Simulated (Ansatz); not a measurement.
# Zr3S2: the cost of one run

Method: DFT PBEsol, scalar-relativistic, plane waves, PAW, in Ansatz 0.2.0.

## (1) The structure to begin with

Symmetry: R32, No. 155, trigonal system. Conventional cell: a = 5.805 Å, b = 5.805 Å, c = 10.463 Å, α = 90.00°, β = 90.00°, γ = 120.00°. Around Zr (site symmetry 2) lie 4 S at 2.61 to 2.62 Å. S (site symmetry 3) is surrounded by 6 Zr at 2.61 to 2.62 Å.

Structure file:

```cif
data_structure
_symmetry_space_group_name_H-M 'R32:H'
_symmetry_Int_Tables_number 155
_cell_length_a 5.8051
_cell_length_b 5.8051
_cell_length_c 10.4633
_cell_angle_alpha 90.000
_cell_angle_beta 90.000
_cell_angle_gamma 120.000
_cell_volume 305.36
loop_
_atom_site_label
_atom_site_type_symbol
_atom_site_symmetry_multiplicity
_atom_site_Wyckoff_symbol
_atom_site_fract_x
_atom_site_fract_y
_atom_site_fract_z
_atom_site_occupancy
Zr1 Zr 9 e 0.99461 0.66667 0.16667 1
S1 S 6 c 0.33333 0.66667 0.00164 1
```

The structure comes from the Materials Project (structure only).

(A quick probe on a coarse mesh, which set the mesh and smearing, is not shown.)

## (3) Full relaxation

File input.yaml:

```yaml
crystal:
  lattice:
    - [2.9025379727, 1.6757810799, 3.4877732718]
    - [-2.9025379727, 1.6757810799, 3.4877732718]
    - [0.0, -3.3515621597, 3.4877732718]
  atoms:
    - { symbol: Zr, position: [0.161273, 0.838727, 0.5] }
    - { symbol: Zr, position: [0.5, 0.161273, 0.838727] }
    - { symbol: Zr, position: [0.838727, 0.5, 0.161273] }
    - { symbol: S, position: [0.334977, 0.334977, 0.334977] }
    - { symbol: S, position: [0.665023, 0.665023, 0.665023] }
basis:
  ecutwfc: 420
kpoints:
  mp_grid: { grid: [12, 12, 12] }
hamiltonian:
  xc: pbesol
scf:
  occupations: { method: gaussian, width: 0.1 }
output:
  forces: true
  stress: true
  eigenvalues: true
  write_density: true
  write_potential: true
  elf: true
  volumetric_format: npy
relax:
  adjacent_minimum: "off"
  f_tol: 0.005
  max_steps: 80
  cell: { stress_tol: 0.05 }
```

Run with:

```
$ ansatz run input.yaml --threads 1 --pin off --max-ram 2560MiB --backend cpu --events-out ev --progress --plain --runs-dir out
```

Q: Estimate wall time and peak memory on 1 thread of Intel Xeon 6975P-C (Granite Rapids), shared host.

About 2.1 min, with a peak of 0.75 GiB.
